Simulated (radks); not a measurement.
**Tl²⁺ inside a hard spherical wall**

What does compression do to the levels of Tl²⁺? A hard sphere of shrinking radius stands in for pressure; the configuration is held at [Xe] 4f14 5d10 6s1.

Program: radks (a radial shooting solver on a logarithmic mesh, Libxc functionals) version 1. Level of theory: scalar-relativistic Kohn-Sham, LDA (Slater exchange, Perdew-Wang correlation), spin-polarised, spherical densities, finite nucleus; open shells are filled with parallel spins first. These are calculated values, not measurements, unless marked.

### Step 1. What is computed

- element: thallium (Z = 81)
- charge: +2
- electrons: 79
- configuration: [Xe] 4f14 5d10 6s1
- nuclear rms radius: 5.4759 fm

The outer shells:

Tl²⁺
```
[Xe] core
4f [↑↓][↑↓][↑↓][↑↓][↑↓][↑↓][↑↓]
5d [↑↓][↑↓][↑↓][↑↓][↑↓]
6s [↑ ]
```

### Step 2. The free atom

Settings of this run:

```text
Z 81
configuration [Xe] 4f14 5d10 6s1 6p0 7s0 5f0
relativity scalar-relativistic
functional lda,pw
spin polarised
nucleus finite rms 5.4759 fm
c 137.035999084
```

### Step 3. Wall at 20 bohr

Input: that of step 2 with these lines changed.

```diff
@@ -6,2 +6,3 @@
 nucleus finite rms 5.4759 fm
+wall 20 bohr
 c 137.035999084
```

### Step 4. Wall at 15 bohr

Input: that of step 3 with these lines changed.

```diff
@@ -6,3 +6,3 @@
 nucleus finite rms 5.4759 fm
-wall 20 bohr
+wall 15 bohr
 c 137.035999084
```

### Step 5. Wall at 10 bohr

Input: that of step 4 with these lines changed.

```diff
@@ -6,3 +6,3 @@
 nucleus finite rms 5.4759 fm
-wall 15 bohr
+wall 10 bohr
 c 137.035999084
```

### Step 6. Wall at 7 bohr

Input: that of step 5 with these lines changed.

```diff
@@ -6,3 +6,3 @@
 nucleus finite rms 5.4759 fm
-wall 10 bohr
+wall 7 bohr
 c 137.035999084
```

### Step 7. Wall at 6 bohr

Input: that of step 6 with these lines changed.

```diff
@@ -6,3 +6,3 @@
 nucleus finite rms 5.4759 fm
-wall 7 bohr
+wall 6 bohr
 c 137.035999084
```

### Step 8. Wall at 5 bohr

Input: that of step 7 with these lines changed.

```diff
@@ -6,3 +6,3 @@
 nucleus finite rms 5.4759 fm
-wall 6 bohr
+wall 5 bohr
 c 137.035999084
```

### Step 9. Wall at 3.5 bohr

Input: that of step 8 with these lines changed.

```diff
@@ -6,3 +6,3 @@
 nucleus finite rms 5.4759 fm
-wall 5 bohr
+wall 3.5 bohr
 c 137.035999084
```

### Step 10. Wall at 3 bohr

Input: that of step 9 with these lines changed.

```diff
@@ -6,3 +6,3 @@
 nucleus finite rms 5.4759 fm
-wall 3.5 bohr
+wall 3 bohr
 c 137.035999084
```

### Step 11. Wall at 1.5 bohr

Input: that of step 10 with these lines changed.

```diff
@@ -6,3 +6,3 @@
 nucleus finite rms 5.4759 fm
-wall 3 bohr
+wall 1.5 bohr
 c 137.035999084
```

Before running it: what results should come out? Wanted: for each run, R; E − E(free); ε(6s); ε(6p, empty); ε(7s, empty); ε(5f, empty); pressure.

**Answer**, as computed:

```tsv
R (bohr)	E − E(free) (eV)	ε(6s) (eV)	ε(6p, empty) (eV)	ε(7s, empty) (eV)	ε(5f, empty) (eV)	pressure (GPa)
free	0.000	-26.165	-16.646	-8.621	-4.220	0
20	0.000	-26.165	-16.646	-8.621	-4.219	< 0.0001
15	0.000	-26.165	-16.646	-8.621	-4.200	< 0.0001
10	0.000	-26.165	-16.646	-8.523	-3.867	< 0.0001
7	0.003	-26.160	-16.602	-6.985	-2.485	0.0103
6	0.025	-26.122	-16.424	-4.596	-1.177	0.138
5	0.238	-25.848	-15.610	1.476	1.353	1.80
3.5	6.390	-21.144	-7.044	36.552	12.084	99.8
3	19.866	-13.715	4.201	71.148	21.284	440
1.5	1116.2	261.92	329.99	748.15	193.32	140924
```

Eigenvalues are for spin up. At the tightest wall, 1.5 bohr, the energy stands 1116.2 eV above the free atom and the pressure, −dE/dV, is 140924 GPa. Of the levels in the table that exist at both ends, 7s (empty) rises most from the free atom (756.77 eV). From R = 1.5 bohr inwards the highest occupied level lies above zero, pushed up by confinement. Shells are not refilled when levels cross, and a hard wall is a model, not a crystal.
